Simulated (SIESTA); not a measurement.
NaLaMnMoO6:

```
Na La Mn Mo O
1.0
     5.10934   -0.00669    0.01056
    -0.23945    5.68925    0.00703
    -0.92899   -2.82542    5.11884
Na La Mn Mo O
1 1 1 1 6
Direct
  0.40776 0.38086 0.07519
  0.03690 0.66325 0.68598
  0.44271 0.04268 0.40638
  0.90251 0.96387 0.30442
  0.73627 0.69569 0.99417
  0.72288 0.91846 0.55299
  0.70112 0.27368 0.37292
  0.19224 0.75325 0.36660
  0.17926 0.03365 0.11672
  0.20034 0.27462 0.63197
```

The cell was built by a generator and needn't be a form met in nature.

Base run:

```yaml
Program: SIESTA 5.4.2
Functional: PBE
Potentials_or_basis: PseudoDojo 0.4 standard (PBE files)
Basis: DZP (energy shift 0.003 Ry; two zetas on semicore shells)
Grid_cutoff: 800 Ry
Energy_shift: 0.003 Ry
k_mesh: 6 × 6 × 5
Occupations: fermi-dirac, width 0.05 eV
Spin: collinear spin, ferromagnetic start
Starting_moments: "[0.0, 0.0, 4.0, 1.0, 0.0, 0.0, 0.0, 0.0, 0.0, 0.0] μB"
Hubbard_terms: Mn d U = 4 eV, Mo d U = 4 eV
```

Its results: band gap on the k mesh 1.44 eV, indirect (least direct gap 1.51 eV); pressure 8.1 GPa; net moment 3.00 μB per cell; site moments Na -0.00; La +0.01; Mn +3.87; Mo -0.79; O +0.06, -0.05, -0.06, -0.07, +0.07 μB; largest force 1.702 eV/Å.

Task: The run is repeated on the same cell with these changes: hubbard terms from Mn d U = 4 eV, Mo d U = 4 eV to none. What comes out?

Result: Band gap on the k mesh 0.81 eV, indirect (least direct gap 1.02 eV); pressure 5.2 GPa; net moment 3.00 μB per cell; site moments Na -0.01; La +0.01; Mn +3.26; Mo -0.35; O +0.03, -0.00, -0.01, +0.00, +0.08 μB; largest force 1.053 eV/Å.

The U term pushes filled and empty states of the shell apart.

Caveats: short orbitals over semicore shells can move pressures by several GPa; spin-orbit coupling is left out, which moves the levels of the heavy elements; an odd mesh through Γ misses points on the zone boundary, where band edges often lie; the basis of atomic orbitals isn't converged, which shifts pressures, moduli and gaps; a cell with one magnetic atom can't hold antiferromagnetic order, which such compounds often take; forces of over 1 eV/Å show positions far from the minimum, so gaps and moduli don't describe the material at rest.

Not every run made on this cell is shown here.
